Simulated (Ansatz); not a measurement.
Geometry optimisation, DFT PBEsol, scalar-relativistic, plane waves, PAW (Ansatz 0.2.0).

The input (input.yaml):

```yaml
crystal:
  lattice:
    - [6.520514, 0.0, 0.0]
    - [0.0, 5.9464, 0.0]
    - [0.0, 0.0, 18.25097]
  atoms:
    - { symbol: Ti, position: [0.0, 0.0, 0.0547916] }
    - { symbol: Ti, position: [0.5, 0.25, 0.0547916] }
    - { symbol: O, position: [0.0, 0.0, 0.163866] }
    - { symbol: O, position: [0.1947, 0.25, 0.0547916] }
    - { symbol: O, position: [0.5, 0.0, 0.124352] }
    - { symbol: O, position: [0.8053, 0.25, 0.0547916] }
    - { symbol: Ti, position: [0.5, 0.0, 0.2334263] }
    - { symbol: Ti, position: [0.0, 0.25, 0.2334263] }
    - { symbol: O, position: [0.5, 0.0, 0.3425007] }
    - { symbol: O, position: [0.6947, 0.25, 0.2334263] }
    - { symbol: O, position: [1.0, 0.0, 0.3029867] }
    - { symbol: O, position: [0.3053, 0.25, 0.2334263] }
    - { symbol: Ti, position: [0.0, 0.5, 0.0547916] }
    - { symbol: Ti, position: [0.5, 0.75, 0.0547916] }
    - { symbol: O, position: [0.0, 0.5, 0.163866] }
    - { symbol: O, position: [0.1947, 0.75, 0.0547916] }
    - { symbol: O, position: [0.5, 0.5, 0.124352] }
    - { symbol: O, position: [0.8053, 0.75, 0.0547916] }
    - { symbol: Ti, position: [0.5, 0.5, 0.2334263] }
    - { symbol: Ti, position: [0.0, 0.75, 0.2334263] }
    - { symbol: O, position: [0.5, 0.5, 0.3425007] }
    - { symbol: O, position: [0.6947, 0.75, 0.2334263] }
    - { symbol: O, position: [1.0, 0.5, 0.3029867] }
    - { symbol: O, position: [0.3053, 0.75, 0.2334263] }
    - { symbol: "N", position: [0.3443266, 0.3140399, 0.4208527] }
    - { symbol: "N", position: [0.5191584, 0.2885826, 0.4263319] }
basis:
  ecutwfc: 420.0
kpoints:
  mp_grid: { grid: [2, 2, 1] }
hamiltonian:
  xc: pbesol
scf:
  occupations: { method: fermi_dirac, width: 0.02 }
  lower_state_search: "off"
relax:
  f_tol: 0.03
  max_steps: 60
  adjacent_minimum: "off"
  constraints: [{ sites: [0, 1, 3, 4, 5, 12, 13, 15, 16, 17] }]
```

Command:

```bash
$ ansatz run input.yaml --threads 2 --pin off --max-ram 5120MiB --backend cpu --events-out ev --progress --plain --runs-dir out
```

Q: Where does it end, and by what steps?

A: It converged. The force dipped under the threshold on the way, but the program's further checks kept it going. Limits of this set-up: coarse k mesh, thin slab, slab without dipole correction, no dispersion correction for a molecule that may bind weakly. After 55 steps the energy has fallen by 7.516 eV; N25 moved furthest, 1.40 Å. Joined: O9–O21.

```
step  energy less start (eV)  largest force component (eV/Å)  accepted
   0                  0.0000                           5.279       yes
   2                 -5.1307                           1.870       yes
   4                 -5.7529                           1.170       yes
   6                 -7.1928                           3.866       yes
   8                 -7.4745                           0.340       yes
  10                 -7.4836                           1.352        no
  12                 -7.4895                           0.374       yes
  14                 -7.4904                           0.200       yes
  16                 -7.4919                           0.276       yes
  18                 -7.4937                           0.069       yes
  20                 -7.4960                           0.045       yes
  22                 -7.4964                           0.016       yes
  24                 -7.4976                           0.263       yes
  26                 -7.5009                           0.148       yes
  28                 -7.4774                           2.092        no
  30                 -7.5047                           0.124       yes
  32                 -7.5040                           0.856        no
  34                 -7.5065                           0.199       yes
  36                 -7.5120                           0.040       yes
  38                 -7.3289                           6.390        no
  40                 -7.5134                           0.383       yes
  42                 -7.5129                           0.127        no
  44                 -7.5145                           0.315        no
  46                 -7.5149                           0.065       yes
  48                 -7.5153                           0.030       yes
  50                 -7.5160                           0.208       yes
  52                 -7.4909                           0.593        no
  54                 -7.5164                           0.049       yes
  55                 -7.5164                           0.002       yes
```

```xyz
26
Lattice="6.5205 0.0000 0.0000 0.0000 5.9464 0.0000 0.0000 0.0000 18.2510" Properties=species:S:1:pos:R:3
Ti 0.000 0.000 1.000
Ti 3.260 1.487 1.000
O 0.000 0.042 2.737
O 1.270 1.487 1.000
O 3.260 0.000 2.270
O 5.251 1.487 1.000
Ti 3.261 -0.037 4.370
Ti 0.004 1.486 4.362
O 3.267 -0.801 6.087
O 4.513 1.486 4.351
O 6.521 -0.018 5.355
O 2.007 1.486 4.344
Ti 0.000 2.973 1.000
Ti 3.260 4.460 1.000
O 0.000 2.931 2.737
O 1.270 4.460 1.000
O 3.260 2.973 2.270
O 5.251 4.460 1.000
Ti 3.261 3.010 4.370
Ti 0.000 4.460 4.300
O 3.267 3.774 6.087
O 4.574 4.460 4.032
O 6.521 2.991 5.355
O 1.948 4.460 4.037
N 1.923 1.486 8.988
N 2.139 1.486 7.909
```

Run time: 13 min on 2 threads of Arm Neoverse V1, on a shared host, peak memory 1.4 GiB.
